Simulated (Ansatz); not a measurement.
**GaH (singlet): wave-function methods side by side, aug-cc-pVTZ**

How much of the correlation energy of GaH (singlet) does each wave-function method recover here?

Method: aug-cc-pVTZ, core rule «outside noble gas», up to 14 orbitals frozen; program: Ansatz 0.2.0, Gaussian basis.

Plan: UHF; CCSD(T) on RHF; BCCD(T) on RHF; CCSDT(Q) on RHF; CASSCF and MRCISD+Q, 4 electrons in 5 orbitals; CASSCF and NEVPT2, 4 electrons in 5 orbitals; Full CI.

6 further runs of the same task are left out: 2 that didn't finish, 4 set aside as unsound or not needed.

### Step 1. The system

The geometry is a PBE0/def2-TZVPD stationary point (not a proven minimum) of the parent state, kept for this charge and spin. No spin-orbit coupling is included. The filled d shell of Ga may be among the frozen orbitals whatever the setting's name suggests; the logs give the count.

2 atoms, charge 0, spin multiplicity 1.

Atoms are counted from 1 here; the program's logs count them from 0.

Bond lengths: Ga1–H2 1.724 Å.

### Step 2. UHF

in.yaml reads:

```yaml
crystal:
  periodic: [false, false, false]
  atoms:
    - {symbol: Ga, position_ang: [0.000000, 0.000000, 0.000000]}
    - {symbol: H, position_ang: [0.000000, 0.000000, 1.724400]}
basis:
  gaussian: {orbitals: aug-cc-pVTZ}
magnetization: {spin_polarized: true, initial_magnetization: 0}
hamiltonian: {xc: hf}
output: {orbitals: {seedname: orbitals}}
```

Command:

```bash
ansatz run in.yaml --threads 1 --pin off --events-out ev --progress --plain --max-ram 2816MiB --backend cpu
```

The runs that follow: CCSD(T) on RHF; BCCD(T) on RHF; CCSDT(Q) on RHF; CASSCF and MRCISD+Q, 4 electrons in 5 orbitals; CASSCF and NEVPT2, 4 electrons in 5 orbitals; Full CI.

Q: Predict the results of all the runs planned. Wanted: FCI below the RHF energy; RMP2 from FCI; RCCSD from FCI; RCCSD(T) from FCI; RCCSDT(Q) from FCI; NEVPT2 valence from FCI; MRCISD+Q valence from FCI; T1 diagnostic; effectively unpaired electrons.

**Answer**, as computed:

| quantity | value |
| --- | --- |
| FCI below the RHF energy | -2.1994 eV |
| RMP2 from FCI | +12.69 kcal/mol |
| RCCSD from FCI | +1.09 kcal/mol |
| RCCSD(T) from FCI | +0.24 kcal/mol |
| RCCSDT(Q) from FCI | +0.01 kcal/mol |
| NEVPT2 valence from FCI | +7.70 kcal/mol |
| MRCISD+Q valence from FCI | +0.09 kcal/mol |
| levels within 1 kcal/mol (43 meV) | RCCSD(T), BCCD(T), RCCSDT, RCCSDT(Q), MRCISD valence, MRCISD+Q valence |
| T1 diagnostic | 0.012 |
| effectively unpaired electrons | 0.07 |

RCCSD(T) lands +0.24 kcal/mol from the yardstick (0.5 % of the correlation energy). One determinant dominates. Of the multireference levels listed MRCISD+Q valence comes nearest in total energy (+0.09 kcal/mol), which doesn't show that its space is the better one. These misses are within one basis, not against nature.
